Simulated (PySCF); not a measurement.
# InCl2(SiH3): geometry, NMR shifts and electronic excitations

Wanted: the NMR shifts and electronic excitations of InCl2(SiH3) (`[SiH3][In]([Cl])[Cl]`), by calculation.

Programs: PySCF 2.14.0, with density-fitted response routines of our own. Each step states its level of theory. These are calculated values for one molecule in the gas phase, unless marked as measured. Atoms are numbered from 0 throughout.

## 1. The starting structure

7 atoms, charge 0, multiplicity 1; geometry from: GFN2-xTB.

Bonds of the start (Å): In0–Cl1 2.34, In0–Cl2 2.34, In0–Si3 2.61, Si3–H4 1.47, Si3–H5 1.47, Si3–H6 1.47.

## 2. Relaxing the molecule at PBE0-D3(BJ)/def2-SVP

Job settings and geometry (Å):

```
{"job": {"xc": "PBE0", "basis": "def2-SVP", "d3": "d3bj", "grid": 1, "maxiter": 40, "kind": "geom"}, "charge": 0, "multiplicity": 1}
In     0.642710     1.126800     0.003290
Cl     2.965450     1.371300     0.048100
Cl    -0.307550     3.260490    -0.022880
Si    -0.654120    -1.141210    -0.004840
H     -1.950820    -0.929990     0.650430
H      0.146010    -2.128680     0.728560
H     -0.841680    -1.558710    -1.402670
```

Log:

```text
step   0  E = -1401.13165777  max force = 0.013438
step   1  E = -1401.13279231  max force = 0.000850
step   2  E = -1401.13280726  max force = 0.000482
step   3  E = -1401.13274180  max force = 0.001336
step   4  E = -1401.13275503  max force = 0.001372
step   5  E = -1401.13277604  max force = 0.001260
step   6  E = -1401.13280105  max force = 0.001094
step   7  E = -1401.13282284  max force = 0.000850
step   8  E = -1401.13283267  max force = 0.000619
step   9  E = -1401.13283385  max force = 0.000492
step  10  E = -1401.13283169  max force = 0.000454
step  11  E = -1401.13282998  max force = 0.000438
step  12  E = -1401.13282902  max force = 0.000430
step  13  E = -1401.13282853  max force = 0.000427
step  14  E = -1401.13282828  max force = 0.000425
step  15  E = -1401.13282813  max force = 0.000424
step  16  E = -1401.13282799  max force = 0.000423
step  17  E = -1401.13282784  max force = 0.000422
step  18  E = -1401.13282769  max force = 0.000421
step  19  E = -1401.13282755  max force = 0.000420
step  20  E = -1401.13282740  max force = 0.000419
step  21  E = -1401.13282725  max force = 0.000418
step  22  E = -1401.13282710  max force = 0.000417
step  23  E = -1401.13282695  max force = 0.000416
step  24  E = -1401.13282681  max force = 0.000415
step  25  E = -1401.13282666  max force = 0.000414
step  26  E = -1401.13282651  max force = 0.000413
step  27  E = -1401.13282636  max force = 0.000412
step  28  E = -1401.13282620  max force = 0.000411
step  29  E = -1401.13282605  max force = 0.000410
step  30  E = -1401.13282590  max force = 0.000408
step  31  E = -1401.13282575  max force = 0.000408
step  32  E = -1401.13282560  max force = 0.000406
step  33  E = -1401.13282544  max force = 0.000405
step  34  E = -1401.13282529  max force = 0.000404
step  35  E = -1401.13282513  max force = 0.000403
step  36  E = -1401.13282498  max force = 0.000402
step  37  E = -1401.13282482  max force = 0.000401
step  38  E = -1401.13282467  max force = 0.000400
step  39  E = -1401.13282451  max force = 0.000399
step  40  E = -1401.13282435  max force = 0.000398
optimisation converged
```

It took 2.1 min on 1 thread, shared host.

The steps of the relaxation: (not every step is listed) (the energy doesn't fall at every step)

| step | energy from step 0 (eV) | largest force component (eV/Å) |
| --- | --- | --- |
| 0 | 0.0000 | 0.6910 |
| 1 | -0.0309 | 0.0437 |
| 2 | -0.0313 | 0.0248 |
| 3 | -0.0295 | 0.0687 |
| 4 | -0.0299 | 0.0706 |
| 5 | -0.0304 | 0.0648 |
| 6 | -0.0311 | 0.0563 |
| 7 | -0.0317 | 0.0437 |
| 8 | -0.0320 | 0.0318 |
| 10 | -0.0319 | 0.0233 |
| 12 | -0.0319 | 0.0221 |
| 14 | -0.0319 | 0.0219 |
| 16 | -0.0318 | 0.0218 |
| 18 | -0.0318 | 0.0216 |
| 20 | -0.0318 | 0.0215 |
| 22 | -0.0318 | 0.0214 |
| 24 | -0.0318 | 0.0213 |
| 26 | -0.0318 | 0.0212 |
| 28 | -0.0318 | 0.0211 |
| 30 | -0.0318 | 0.0210 |
| 32 | -0.0318 | 0.0209 |
| 34 | -0.0318 | 0.0208 |
| 35 | -0.0318 | 0.0207 |
| 36 | -0.0318 | 0.0207 |
| 37 | -0.0318 | 0.0206 |
| 38 | -0.0318 | 0.0206 |
| 39 | -0.0317 | 0.0205 |
| 40 | -0.0317 | 0.0205 |

Distances of close pairs at the start and the end, largest changes first:

| bond | before (Å) | after (Å) | change (Å) |
| --- | --- | --- | --- |
| In0–Si3 | 2.613 | 2.560 | -0.053 |
| Si3–H4 | 1.468 | 1.491 | +0.023 |
| Si3–H5 | 1.467 | 1.490 | +0.023 |
| Si3–H6 | 1.471 | 1.493 | +0.022 |
| In0–Cl1 | 2.336 | 2.351 | +0.015 |
| In0–Cl2 | 2.336 | 2.348 | +0.012 |

The end geometry stands in the next job.

| at the end point | value |
| --- | --- |
| rotational constants (GHz, main isotopes) | 1.912, 1.482, 0.843 |
| dipole moment (D) | 3.85 |

## 3. Shielding tensors: PBE0/def2-TZVP+pcSseg-1

Job settings and geometry (Å):

```
{"job": {"kind": "nmr", "xc": "PBE0", "basis": {"default": "pcSseg-1", "In": "def2-TZVP"}}, "charge": 0, "multiplicity": 1}
In     0.728381     1.052808     0.040701
Cl     3.077089     1.131594     0.092496
Cl    -0.141804     3.233198     0.016161
Si    -0.713679    -1.061123    -0.018645
H     -2.026836    -0.769433     0.624769
H     -0.007383    -2.161429     0.696368
H     -0.915767    -1.425615    -1.451860
```

Method: GIAO PBE0/pcSseg-1 In:def2-TZVP NMR shielding, scalar relativity only through core potentials, gas phase.

Log:

```text
coarse grid: 34552 points
cycle   1  E = -1400.5141358137  dE = -3.180e+01  |g| = 2.069e+00  |ddm| = 4.481e+01
cycle   2  E = -1398.8578731844  dE =  1.656e+00  |g| = 3.993e+00  |ddm| = 9.213e+00
cycle   3  E = -1401.4563662344  dE = -2.598e+00  |g| = 2.419e-01  |ddm| = 4.856e+00
cycle   4  E = -1401.4698196200  dE = -1.345e-02  |g| = 7.045e-02  |ddm| = 5.718e-01
cycle   5  E = -1401.4711909282  dE = -1.371e-03  |g| = 1.992e-02  |ddm| = 1.156e-01
cycle   6  E = -1401.4712882615  dE = -9.733e-05  |g| = 7.582e-03  |ddm| = 3.350e-02
cycle   7  E = -1401.4713022544  dE = -1.399e-05  |g| = 5.896e-04  |ddm| = 1.139e-02
cycle   8  E = -1401.4713023437  dE = -8.926e-08  |g| = 1.694e-04  |ddm| = 1.222e-03
final grid: 65584 points
cycle   9  E = -1401.4712834093  dE = -4.432e-08  |g| = 1.377e-04  |ddm| = 7.249e-04
cycle  10  E = -1401.4712834105  dE = -1.219e-09  |g| = 1.111e-04  |ddm| = 2.467e-04
cycle  11  E = -1401.4712834127  dE = -2.219e-09  |g| = 7.841e-06  |ddm| = 1.036e-04
cycle  12  E = -1401.4712834127  dE = -1.637e-11  |g| = 3.361e-06  |ddm| = 1.617e-05
converged SCF energy = -1401.4712834127

GIAO shielding tensors (ppm)
atom      isotropic    diamagn.    paramagn.     s11        s22        s33       span
  0 In         nan         nan         nan        nan        nan        nan        nan
  1 Cl     814.906    1148.148    -333.242    547.822    890.527   1006.369    458.547
  2 Cl     812.146    1148.204    -336.058    545.561    887.277   1003.601    458.039
  3 Si     456.161     878.931    -422.769    441.725    462.262    464.498     22.773
  4 H       27.479      27.367       0.113     23.298     25.575     33.565     10.268
  5 H       27.498      27.360       0.138     23.337     25.518     33.641     10.304
  6 H       27.428      27.293       0.135     23.608     25.247     33.428      9.819
```

Wall time 9.1 s (1 thread, shared host).

Shifts follow as δ = σ(reference) − σ, with reference shieldings (ppm) from runs at the same level and on the same kind of geometry: ¹H TMS 31.27, ²⁹Si TMS 352.0, ³⁵Cl HCl 943. The references are single molecules in the gas phase. Atoms listed in one row are averaged.

| atoms | environment | σ (ppm) | δ (ppm) |
| --- | --- | --- | --- |
| H4, H5, H6 | hydrogen on a silicon bonded to In | 27.47 | 3.80 |
| Cl1, Cl2 | chlorine bonded to In | 814 | 130 |
| Si3 | silicon bonded to In, 3 H | 456.2 | -104.2 |

Atoms past Kr carry core potentials, so their printed shieldings have no meaning and are left out of the table.

The run also stored atomic charges by several schemes (e):

| atoms | Mulliken | ESP fit |
| --- | --- | --- |
| In0 | 0.51 | 0.64 |
| Cl1, Cl2 | -0.34 | -0.32 |
| Si3 | 0.28 | 0.02 |

Mayer bond orders: In0–Cl1 1.00, In0–Cl2 1.00, In0–Si3 0.86.

With diffuse functions Mulliken charges and Mayer bond orders lose their meaning; the other schemes are steadier.

## 4. Ultraviolet spectrum: wB97X-D/def2-SVPD

Settings changed since step 3:

```diff
@@ -1,2 +1,2 @@
-{"job": {"kind": "nmr", "xc": "PBE0", "basis": {"default": "pcSseg-1", "In": "def2-TZVP"}}, "charge": 0, "multiplicity": 1}
+{"job": {"kind": "uv", "xc": "wB97X-D", "basis": "def2-SVPD", "ip": true, "nstates": 10}, "charge": 0, "multiplicity": 1}
 In     0.728381     1.052808     0.040701
```

Method: TDDFT wB97X-D/def2-SVPD, vertical, gas phase, core orbitals frozen in the response.

Log:

```text
coarse grid: 34552 points
cycle   1  E = -1400.8288922590  dE = -2.084e+01  |g| = 1.804e+00  |ddm| = 1.326e+01
cycle   2  E = -1401.1237171528  dE = -2.948e-01  |g| = 1.578e+00  |ddm| = 6.724e+00
cycle   3  E = -1401.6170110617  dE = -4.933e-01  |g| = 8.642e-02  |ddm| = 2.058e+00
cycle   4  E = -1401.6194884579  dE = -2.477e-03  |g| = 4.458e-02  |ddm| = 2.445e-01
cycle   5  E = -1401.6200559534  dE = -5.675e-04  |g| = 7.663e-03  |ddm| = 6.970e-02
cycle   6  E = -1401.6200939464  dE = -3.799e-05  |g| = 1.851e-03  |ddm| = 2.232e-02
cycle   7  E = -1401.6200966621  dE = -2.716e-06  |g| = 3.784e-04  |ddm| = 6.537e-03
final grid: 65584 points
cycle   8  E = -1401.6221022720  dE = -1.010e-05  |g| = 1.736e-03  |ddm| = 1.765e-02
cycle   9  E = -1401.6221026410  dE = -3.691e-07  |g| = 1.261e-03  |ddm| = 4.261e-03
cycle  10  E = -1401.6221029917  dE = -3.507e-07  |g| = 1.109e-04  |ddm| = 2.016e-03
cycle  11  E = -1401.6221029982  dE = -6.494e-09  |g| = 4.643e-05  |ddm| = 2.720e-04
cycle  12  E = -1401.6221029995  dE = -1.321e-09  |g| = 6.114e-06  |ddm| = 1.374e-04
cycle  13  E = -1401.6221029996  dE = -5.002e-11  |g| = 1.435e-06  |ddm| = 3.925e-05
converged SCF energy = -1401.6221029996

Static polarisability (au): isotropic 97.281, principal 71.214 100.488 120.141

Singlet excitations
state   eV       nm        f      main configurations
  1   5.1566    240.4   0.01518   H->L 0.98
  2   5.6160    220.8   0.00002   H-1->L 0.98
  3   5.8073    213.5   0.28935   H->L+1 0.79
  4   5.8315    212.6   0.01646   H-1->L+1 0.64, H-2->L 0.27
  5   5.9793    207.4   0.00100   H-2->L+1 0.89
  6   6.0321    205.5   0.02685   H-2->L 0.60, H-1->L+1 0.20
  7   6.3173    196.3   0.00441   H-3->L+1 0.47, H-4->L 0.47
  8   6.3671    194.7   0.02849   H-3->L 0.69, H-4->L+1 0.13, H-4->L 0.08
  9   6.4035    193.6   0.03997   H-4->L 0.42, H-3->L+1 0.40, H-3->L 0.08
 10   6.7292    184.2   0.00012   H-5->L 0.97

Triplet excitations (Tamm-Dancoff, eV): 4.6560 4.8258 5.5007 5.5454
Vertical ionisation energy (delta-SCF) = 10.4342 eV
Vertical electron affinity (delta-SCF) = 0.5760 eV
```

It took 44 s on 1 thread, shared host.

Frontier orbitals and where they lie:

| orbital | eV | atoms |
| --- | --- | --- |
| HOMO−3 | -11.17 | Cl1 46 %, Cl2 44 %, In0 8 % |
| HOMO−2 | -10.80 | Cl2 48 %, Cl1 46 %, In0 5 % |
| HOMO−1 | -10.62 | Cl2 49 %, Cl1 49 % |
| HOMO | -10.18 | Cl2 25 %, Cl1 24 %, Si3 22 % |
| LUMO | -0.67 | In0 56 %, Si3 18 %, Cl2 10 % |
| LUMO+1 | -0.44 | In0 37 %, Si3 22 %, Cl1 16 % |
| LUMO+2 | 0.97 | In0 34 %, Si3 32 %, Cl2 9 % |

With each of the 10 states as a Gaussian band of 0.4 eV half-width at 1/e, the curve within the window shown has maxima at 212 nm (ε 14,000) L/(mol cm). Beyond the last state computed it falls off for lack of states. The curve at chosen wavelengths:

nm, ε (L/mol/cm) and a bar:
```
      176        228 
      180        694 #
      184       1561 ###
      187       2448 #####
      191       3859 ########
      195       5563 ############
      199       7721 #################
      203      10245 #######################
      206      12020 ###########################
      210      13521 ##############################
      214      13467 ##############################
      218      11881 ##########################
      222       9376 #####################
      225       7368 ################
      229       5001 ###########
      233       3235 #######
      237       2070 ####
      241       1357 ###
      244       1015 ##
      248        711 #
      252        506 #
      256        357 #
      260        245 
      263        180 
      267        116 
      271         72
```

Ground-state properties from the same run:

| property | computed |
| --- | --- |
| dipole moment (D) | 4.30 |
| polarisability (Å³) | 14.42 |
| HOMO–LUMO gap (eV) | 9.51 |
| −ε(HOMO) (eV) | 10.18 |

## 5. Nuclear shieldings: KT2/def2-TZVP+pcSseg-1

Settings changed since step 4:

```diff
@@ -1,2 +1,2 @@
-{"job": {"kind": "uv", "xc": "wB97X-D", "basis": "def2-SVPD", "ip": true, "nstates": 10}, "charge": 0, "multiplicity": 1}
+{"job": {"kind": "nmr", "xc": "KT2", "basis": {"default": "pcSseg-1", "In": "def2-TZVP"}, "pop": false}, "charge": 0, "multiplicity": 1}
 In     0.728381     1.052808     0.040701
```

With the program's defaults for keys left out, this is: GIAO KT2/pcSseg-1 In:def2-TZVP NMR shielding, scalar relativity only through core potentials, gas phase.

Log:

```text
coarse grid: 34552 points
cycle   1  E = -1411.0126223105  dE = -3.116e+01  |g| = 2.399e+00  |ddm| = 4.345e+01
cycle   2  E = -1368.4844539552  dE =  4.253e+01  |g| = 8.285e+00  |ddm| = 4.026e+01
cycle   3  E = -1412.1829691757  dE = -4.370e+01  |g| = 7.411e-01  |ddm| = 3.948e+01
cycle   4  E = -1411.7480543334  dE =  4.349e-01  |g| = 1.330e+00  |ddm| = 3.166e+00
cycle   5  E = -1412.3786513899  dE = -6.306e-01  |g| = 1.707e-01  |ddm| = 2.186e+00
cycle   6  E = -1412.3861720244  dE = -7.521e-03  |g| = 8.238e-02  |ddm| = 4.078e-01
cycle   7  E = -1412.3878456731  dE = -1.674e-03  |g| = 1.578e-02  |ddm| = 1.073e-01
cycle   8  E = -1412.3879068965  dE = -6.122e-05  |g| = 7.365e-03  |ddm| = 3.105e-02
cycle   9  E = -1412.3879234930  dE = -1.660e-05  |g| = 1.715e-03  |ddm| = 1.165e-02
cycle  10  E = -1412.3879242313  dE = -7.383e-07  |g| = 7.569e-04  |ddm| = 3.216e-03
final grid: 65584 points
cycle  11  E = -1412.3879282065  dE =  2.208e-07  |g| = 1.263e-03  |ddm| = 2.779e-03
cycle  12  E = -1412.3879269864  dE =  1.220e-06  |g| = 2.330e-03  |ddm| = 4.710e-03
cycle  13  E = -1412.3879286902  dE = -1.704e-06  |g| = 2.076e-04  |ddm| = 3.214e-03
cycle  14  E = -1412.3879286996  dE = -9.444e-09  |g| = 1.333e-05  |ddm| = 2.969e-04
cycle  15  E = -1412.3879286997  dE = -5.002e-11  |g| = 5.035e-06  |ddm| = 2.145e-05
converged SCF energy = -1412.3879286997

GIAO shielding tensors (ppm)
atom      isotropic    diamagn.    paramagn.     s11        s22        s33       span
  0 In         nan         nan         nan        nan        nan        nan        nan
  1 Cl     741.883    1150.145    -408.262    443.119    810.451    972.080    528.961
  2 Cl     739.100    1150.206    -411.106    441.606    807.115    968.579    526.973
  3 Si     462.581     882.556    -419.976    445.486    467.192    475.064     29.578
  4 H       27.373      27.803      -0.430     23.313     25.538     33.268      9.955
  5 H       27.390      27.796      -0.406     23.345     25.481     33.345     10.000
  6 H       27.318      27.741      -0.422     23.617     25.207     33.131      9.514
```

It took 12 s on 1 thread, shared host.

In short: δ Cl1 202, Si3 -101.5, H4 3.82 ppm (means over like atoms).

## 6. Side by side: NMR shifts

Shifts (ppm), means over like atoms, with basis size and wall time:

| run | H4 | Cl1 | Si3 | functions | time |
| --- | --- | --- | --- | --- | --- |
| PBE0/def2-TZVP+pcSseg-1 | 3.80 | 130 | -104.2 | 137 | 9.1 s |
| KT2/def2-TZVP+pcSseg-1 | 3.82 | 202 | -101.5 | 137 | 12 s |

## 7. Outcome

| quantity | value |
| --- | --- |
| rotational constants (main isotopes) | 1.91, 1.48, 0.84 GHz |
| ¹H shifts against TMS (PBE0/def2-TZVP+pcSseg-1, means over atoms taken as alike) | 3.80 ppm |
| ³⁵Cl shifts against HCl (PBE0/def2-TZVP+pcSseg-1, means over atoms taken as alike) | 130 ppm |
| ²⁹Si shifts against TMS (PBE0/def2-TZVP+pcSseg-1) | -104.2 ppm |
| lowest singlet (wB97X-D/def2-SVPD) | 5.16 eV (240 nm), f = 0.015 |
| brightest single state of those computed | state 3, 5.81 eV, f = 0.289 |
| lowest triplet | 4.66 eV |
| vertical ionisation energy (ΔSCF) | 10.43 eV |
| vertical electron affinity (ΔSCF) | 0.58 eV |
| range of the shift of Cl1 | 130 to 202 ppm |

The optimisation took 40 steps and gained 0.032 eV; among the close pairs (by a distance rule), In0–Si3 changed most, from 2.613 to 2.560 Å. No frequency check was run at this level, so the end point may be a saddle. At PBE0/def2-TZVP+pcSseg-1: The largest span, 458 ppm, is at Cl1, Cl2, where the paramagnetic term is -335 ppm. The first singlet state (HOMO→LUMO 0.98) lies at 5.16 eV and is weak; of the 10 states computed, the strongest absorption comes from state 3 at 5.81 eV. The lowest triplet lies 0.50 eV below the lowest singlet (triplets in Tamm-Dancoff, singlets in full TDDFT). Spin-orbit coupling, left out, mixes singlets and triplets in elements this heavy. ΔSCF puts the ionisation energy at 10.43 eV, 0.25 eV above −ε(HOMO). Across the 2 runs the shift of Cl1 (with its like atoms) moves most, between 130 (PBE0/def2-TZVP+pcSseg-1) and 202 ppm (KT2/def2-TZVP+pcSseg-1). Spin-orbit coupling is left out, which matters for shieldings and couplings at and beside the heavy atoms.
